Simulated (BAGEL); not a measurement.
# B3LYP/def2-SVP (density fitting with qzvpp-jkfit) run of CH4N2OSi (SMILES N#C[SiH](N)O)

What is the energy change on altering one bond length of CH4N2OSi at B3LYP/def2-SVP (density fitting with qzvpp-jkfit)? 

The calculation is run with BAGEL 1.2.2.

1 further run of the same task is left out (set aside as unsound or not needed).

## (1) The molecule

The species is CH4N2OSi (9 atoms), meant as a singlet with charge 0. As SMILES, `N#C[SiH](N)O`. Geometry: relaxed at GFN2-xTB. This is one conformer, not always the lowest.

Bond lengths: N1–C2 1.145 Å, C2–Si3 1.874 Å, Si3–N4 1.722 Å, Si3–O5 1.618 Å, Si3–H6 1.457 Å, N4–H7 1.008 Å, N4–H8 1.007 Å, O5–H9 0.953 Å. Some angles: N1–C2–Si3 178.4°, C2–Si3–N4 102.0°, C2–Si3–O5 112.7°, N4–Si3–O5 110.0°, C2–Si3–H6 109.4°, N4–Si3–H6 121.1°, O5–Si3–H6 101.9°, Si3–N4–H7 118.9°, Si3–N4–H8 119.6°, Si3–O5–H9 122.1°.

## (2) The energy at B3LYP/def2-SVP (density fitting with qzvpp-jkfit)

Input file input.json:

```json
{ "bagel" : [

{
  "title" : "molecule",
  "basis" : "svp",
  "df_basis" : "qzvpp-jkfit",
  "angstrom" : true,
  "geometry" : [
    { "atom" : "N", "xyz" : [    2.191590,   -0.756900,    1.703920 ] },
    { "atom" : "C", "xyz" : [    1.414690,   -0.293930,    1.001880 ] },
    { "atom" : "Si", "xyz" : [    0.178550,    0.466290,   -0.184220 ] },
    { "atom" : "N", "xyz" : [   -0.674080,   -0.919520,   -0.747790 ] },
    { "atom" : "O", "xyz" : [   -0.843070,    1.486960,    0.546370 ] },
    { "atom" : "H", "xyz" : [    0.874860,    1.350260,   -1.109270 ] },
    { "atom" : "H", "xyz" : [   -1.483110,   -0.788360,   -1.333970 ] },
    { "atom" : "H", "xyz" : [   -0.160330,   -1.732160,   -1.046420 ] },
    { "atom" : "H", "xyz" : [   -1.499100,    1.187360,    1.169510 ] }
  ]
},
{
  "title" : "ks",
  "xc_func" : "b3lyp"
},
{
  "title" : "print",
  "file" : "orbitals.molden",
  "orbitals" : true
}

]}
```

Run with:

```sh
$ BAGEL_NUM_THREADS=1 BAGEL input.json > input.out
```

The log of the run:

```text
* using 1 threads per process

  ===============================================================
  ===============================================================

  *** Geometry ***

  { "atom" : "N", "xyz" : [      4.141505,     -1.430334,      3.219942 ] },
  { "atom" : "C", "xyz" : [      2.673377,     -0.555447,      1.893279 ] },
  { "atom" : "Si", "xyz" : [      0.337411,      0.881160,     -0.348125 ] },
  { "atom" : "N", "xyz" : [     -1.273827,     -1.737641,     -1.413118 ] },
  { "atom" : "O", "xyz" : [     -1.593171,      2.809947,      1.032490 ] },
  { "atom" : "H", "xyz" : [      1.653246,      2.551622,     -2.096216 ] },
  { "atom" : "H", "xyz" : [     -2.802672,     -1.489784,     -2.520838 ] },
  { "atom" : "H", "xyz" : [     -0.302980,     -3.273308,     -1.977447 ] },
  { "atom" : "H", "xyz" : [     -2.832888,      2.243785,      2.210054 ] },

  Number of auxiliary basis functions:      506

  Since a DF basis is specified, we compute 2- and 3-index integrals:
    o Being stored without compression. Storage requirement is 0.036 GB

  Number of basis functions:       94
  Number of electrons      :       46

    * METHOD: MOLECULE                             0.23

  *** Kohn-Sham DFT ***

    * Removing 16435 points whose weight is below 1.00e-10
    * Grid points: 117719

  === Nuclear Repulsion ===
   210.9964991166

       - DIIS with orbital gradients will be used.

  === KS iteration (b3lyp / svp) ===
      0       -480.23732532          0.12848484           0.38
      1       -434.78610590          0.19701431           0.39
      2       -456.07126984          0.18854426           0.38
      3       -498.58617508          0.13589026           0.37
      4       -508.54664678          0.07600642           0.43
      5       -513.88318521          0.03433347           0.37
      6       -514.39994053          0.01603285           0.37
      7       -514.46516744          0.01216729           0.39
      8       -514.53283119          0.00569715           0.39
      9       -514.54730596          0.00211343           0.37
     10       -514.54950286          0.00044522           0.38
     11       -514.54960907          0.00012554           0.38
     12       -514.54961766          0.00001450           0.38
     13       -514.54961774          0.00000410           0.38
     14       -514.54961775          0.00000090           0.38
     15       -514.54961775          0.00000095           0.38
     16       -514.54961775          0.00000037           0.39
     17       -514.54961775          0.00000008           0.38
     18       -514.54961775          0.00000001           0.38
     19       -514.54961775          0.00000000           0.38
    * SCF iteration converged.

    * Permanent dipole moment:
           (    1.293780,     0.127117,     0.974693) a.u.

    * METHOD: KS                                   8.24

    * METHOD: PRINT                                0.02

  ===============================================================
```

It took 9 s on 1 thread of Arm Neoverse V2, shared host; peak memory 0.51 GiB.

## (3) The distorted shape at the same level

Edit input.json of step 2 so:

```diff
@@ -6,6 +6,6 @@
   "df_basis" : "qzvpp-jkfit",
-  "angstrom" : true,
+  "angstrom" : "true",
   "geometry" : [
-    { "atom" : "N", "xyz" : [    2.191590,   -0.756900,    1.703920 ] },
-    { "atom" : "C", "xyz" : [    1.414690,   -0.293930,    1.001880 ] },
+    { "atom" : "N", "xyz" : [    3.180470,   -1.365056,    2.652769 ] },
+    { "atom" : "C", "xyz" : [    2.403570,   -0.902086,    1.950729 ] },
     { "atom" : "Si", "xyz" : [    0.178550,    0.466290,   -0.184220 ] },
@@ -26,3 +26,3 @@
   "file" : "orbitals.molden",
-  "orbitals" : true
+  "orbitals" : "true"
 }
```

Run with:

```sh
$ BAGEL_NUM_THREADS=1 BAGEL input.json > input.out
```

The log of the run:

```text
* using 1 threads per process

  ===============================================================
  ===============================================================

  *** Geometry ***

  { "atom" : "N", "xyz" : [      6.010217,     -2.579582,      5.013007 ] },
  { "atom" : "C", "xyz" : [      4.542089,     -1.704695,      3.686344 ] },
  { "atom" : "Si", "xyz" : [      0.337411,      0.881160,     -0.348125 ] },
  { "atom" : "N", "xyz" : [     -1.273827,     -1.737641,     -1.413118 ] },
  { "atom" : "O", "xyz" : [     -1.593171,      2.809947,      1.032490 ] },
  { "atom" : "H", "xyz" : [      1.653246,      2.551622,     -2.096216 ] },
  { "atom" : "H", "xyz" : [     -2.802672,     -1.489784,     -2.520838 ] },
  { "atom" : "H", "xyz" : [     -0.302980,     -3.273308,     -1.977447 ] },
  { "atom" : "H", "xyz" : [     -2.832888,      2.243785,      2.210054 ] },

  Number of auxiliary basis functions:      506

  Since a DF basis is specified, we compute 2- and 3-index integrals:
    o Being stored without compression. Storage requirement is 0.036 GB

  Number of basis functions:       94
  Number of electrons      :       46

    * METHOD: MOLECULE                             0.22

  *** Kohn-Sham DFT ***

    * Removing 14803 points whose weight is below 1.00e-10
    * Grid points: 119351

  === Nuclear Repulsion ===
   183.5717133858

       - DIIS with orbital gradients will be used.

  === KS iteration (b3lyp / svp) ===
      0       -470.48714032          0.10857669           0.41
      1       -256.03997089          0.13685503           0.39
      2       -359.55385524          0.13696882           0.38
      3       -482.33206957          0.06597801           0.37
      4       -441.67137731          0.13560819           0.43
      5       -503.24340439          0.07255473           0.37
      6       -501.65716429          0.08037194           0.37
      7       -481.06056691          0.13737558           0.40
      8       -496.49939469          0.09046807           0.38
      9       -478.69418595          0.09493864           0.37
[... 20 lines of this table left out ...]
     30       -514.40850516          0.00000011           0.37
     31       -514.40850516          0.00000006           0.37
     32       -514.40850516          0.00000002           0.37
     33       -514.40850516          0.00000001           0.37
    * SCF iteration converged.

    * Permanent dipole moment:
           (    2.999183,    -0.850812,     2.571613) a.u.

    * METHOD: KS                                  13.43

    * METHOD: PRINT                                0.02

  ===============================================================
```

Run time: 14 s. Hardware: 1 thread of Arm Neoverse V2, shared host; peak memory 0.52 GiB.

## (4) Summary of results

At B3LYP/def2-SVP (density fitting with qzvpp-jkfit):

| quantity | value |
| --- | --- |
| first shape: total energy | -514.54962 Eh |
| first shape: dipole moment | 4.13 D |
| first shape: HOMO energy | -7.76 eV |
| first shape: LUMO energy | -0.43 eV |
| first shape: HOMO–LUMO gap | 7.33 eV |
| distorted shape: total energy | -514.40851 Eh |
| distorted shape: dipole moment | 10.27 D |
| distorted shape: HOMO energy | -7.01 eV |
| distorted shape: LUMO energy | -3.91 eV |
| distorted shape: HOMO–LUMO gap | 3.10 eV |
| energy change with the C2–Si3 bond stretched from 1.874 to 3.374 Å | 3.840 eV |

**Reading.** One bond (distorted shape) is far stretched, which a spin-restricted single reference describes badly; a broken-symmetry solution may lie lower. With the C2–Si3 bond stretched from 1.874 to 3.374 Å the energy rises by 3.84 eV (370 kJ/mol). The first shape isn't relaxed at this level, so the change isn't measured from a minimum. A restricted reference can't describe the breaking bond well at this length.
